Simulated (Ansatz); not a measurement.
# C2H6N2OSi: small, medium and large basis sets

Aim: see how fast density functionals converge with the basis set for C2H6N2OSi.

Computed with Ansatz 0.2.0, Gaussian basis. Level: one geometry, several basis sets.

The runs, in order: PBE0-D4/def2-SVP; ωB97M-V/def2-SVP; PBE0-D4/def2-QZVPP; ωB97M-V/def2-QZVPP; the functionals' def2-TZVPP values are taken from earlier runs.

## Step 1: Structure used throughout

The geometry comes from an earlier relaxation with PBE0-D4 in a triple-zeta def2 set; it is a stationary point, not always the lowest conformer.

SMILES `N#CC(N)O[SiH3]`, 12 atoms, charge 0, spin multiplicity 1.

Atoms are counted from 1 here; the program's logs count them from 0.

Bond lengths: N1–C2 1.150 Å, C2–C3 1.489 Å, C3–N4 1.430 Å, C3–O5 1.393 Å, C3–H7 1.099 Å, N4–H8 1.011 Å, N4–H9 1.013 Å, O5–Si6 1.657 Å, Si6–H10 1.488 Å, Si6–H11 1.478 Å, Si6–H12 1.484 Å. Angles: N1–C2–C3 178.1°, C2–C3–N4 113.2°, C2–C3–O5 109.4°, C2–C3–H7 106.7°, N4–C3–O5 108.7°, N4–C3–H7 107.7°, O5–C3–H7 111.2°, C3–N4–H8 111.3°, C3–N4–H9 111.1°, H8–N4–H9 108.9°, C3–O5–Si6 125.1°, O5–Si6–H10 109.0°, O5–Si6–H11 105.4°, O5–Si6–H12 111.2°, H10–Si6–H11 111.3°, H10–Si6–H12 109.1°, H11–Si6–H12 110.9°.

## Step 2: PBE0-D4 in def2-SVP

in.yaml

```yaml
crystal:
  periodic: [false, false, false]
  atoms:
    - {symbol: N, position_ang: [-0.414896, -2.648122, -0.224041]}
    - {symbol: C, position_ang: [-0.263176, -1.576489, 0.164517]}
    - {symbol: C, position_ang: [-0.078998, -0.204612, 0.713212]}
    - {symbol: N, position_ang: [-0.958171, 0.090268, 1.802132]}
    - {symbol: O, position_ang: [-0.292623, 0.729724, -0.297838]}
    - {symbol: Si, position_ang: [0.725045, 0.996024, -1.578693]}
    - {symbol: H, position_ang: [0.951721, -0.151855, 1.091781]}
    - {symbol: H, position_ang: [-0.714103, -0.442986, 2.625999]}
    - {symbol: H, position_ang: [-1.920674, -0.106225, 1.556467]}
    - {symbol: H, position_ang: [2.116051, 1.141867, -1.069840]}
    - {symbol: H, position_ang: [0.248696, 2.247281, -2.205120]}
    - {symbol: H, position_ang: [0.678029, -0.129978, -2.544577]}
basis:
  gaussian: {orbitals: def2-SVP}
hamiltonian: {xc: pbe0, dispersion: d4}
output: {orbitals: {seedname: orbitals}}
```

After this run come: ωB97M-V in def2-SVP; PBE0-D4 in def2-QZVPP; ωB97M-V in def2-QZVPP.

Q: Predict the results of all the runs planned. Wanted: PBE0-D4: double and triple zeta above quadruple; ωB97M-V: double and triple zeta above quadruple.

The runs gave:

```
                                       quantity           value
PBE0-D4: double and triple zeta above quadruple  11.88, 0.67 eV
ωB97M-V: double and triple zeta above quadruple  12.12, 0.62 eV
```

In words: PBE0-D4 gains 11.21 eV from double to triple zeta, then 0.67 eV more. These are total energies; as a rule much of such shifts cancels in differences, which this series doesn't test. The LUMO of ωB97M-V is positive and keeps falling with the basis (2.06 to 1.12 eV): an unbound level that the basis holds in place.
